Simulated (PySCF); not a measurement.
# Sn2Te: relaxation and vibrations of the singlet

Aim: relax Sn2Te as a singlet from a bent start, check by its vibrations whether the end is a minimum, and collect its spectrum and constants.

Computed with PySCF 2.14.0. Level: B3LYP, basis Te def2-SVP with ECP28, Sn def2-SVP with ECP28, scalar-relativistic core potentials, no spin–orbit coupling, density fitting.

## 1. The starting structure

3 atoms, charge 0, spin multiplicity 1.

Bond lengths: Te1–Sn2 2.760 Å, Te1–Sn3 2.760 Å. Angles: Sn2–Te1–Sn3 110.0°.

Z-matrix (Å, degrees; charge 0 multiplicity 1):
```
Te
Sn 1 2.7600
Sn 1 2.7600 2 110.00
```

## 2. Bent start, singlet: relaxation

One driver script runs all steps and calls PySCF; scf.py shows how it sets up the SCF of each step. The optimiser is the driver's own. Before each start the driver seeks the lowest SCF state from one or more starting densities and follows internal instabilities, so scf.py alone need not reach the same state.

The program finds C2v symmetry in the start, which this walk keeps. The walk stops when the largest gradient is under 0.0003 Eh/bohr and the energy has settled too.

File scf.py:

```python
from pyscf import gto, scf, dft
mol = gto.M(atom='''
Te     0.000000     0.000000    -1.026842
Sn     2.260900    -0.000000     0.556258
Sn    -2.260900     0.000000     0.556258''',
    basis={'Te': 'def2-SVP', 'Sn': 'def2-SVP'},
    ecp={'Te': 'def2-SVP', 'Sn': 'def2-SVP'},
    charge=0, spin=0)
mf = dft.RKS(mol, xc='B3LYP')
mf.grids.atom_grid = (50, 194)
aux = {'Te': 'def2-universal-JKFIT', 'Sn': 'def2-universal-JKFIT'}
mf = mf.density_fit(auxbasis=aux)
mf.kernel()
```

Further steps of the session: Vibrations and properties at this point.

Q: Predict the outcome of this session. Wanted: minimum; geometry; wavenumbers; dipole moment; highest occupied, lowest empty level; polar-tensor charge of Te1; zero-point energy; atomisation energy.

The runs gave:

```
                                 quantity                                                                   value
                                  minimum                                                            singlet, C2v
                                 geometry  Sn–Sn 2.972 Å, Te–Sn 2.797 Å (×2); Sn–Sn–Te 57.9° (×2), Sn–Te–Sn 64.2°
                       wavenumbers (cm⁻¹)                                            136 (a1), 153 (b2), 208 (a1)
                            dipole moment                                                                  1.74 D
     highest occupied, lowest empty level                                                         -5.05, -3.18 eV
               polar-tensor charge of Te1                                                                 -0.42 e
                        zero-point energy                                                              3.0 kJ/mol
                      entropy at 298.15 K                                                         337.4 J/(mol K)
atomisation energy (no zero-point energy)                                                              599 kJ/mol
```

In words: The molecule stays C2v, as typed, and the end point is a minimum. The strongest infrared band lies at 208 cm⁻¹ (a1). Only this shape and spin were tried, so other structures or states may lie lower. Spin–orbit coupling is left out.
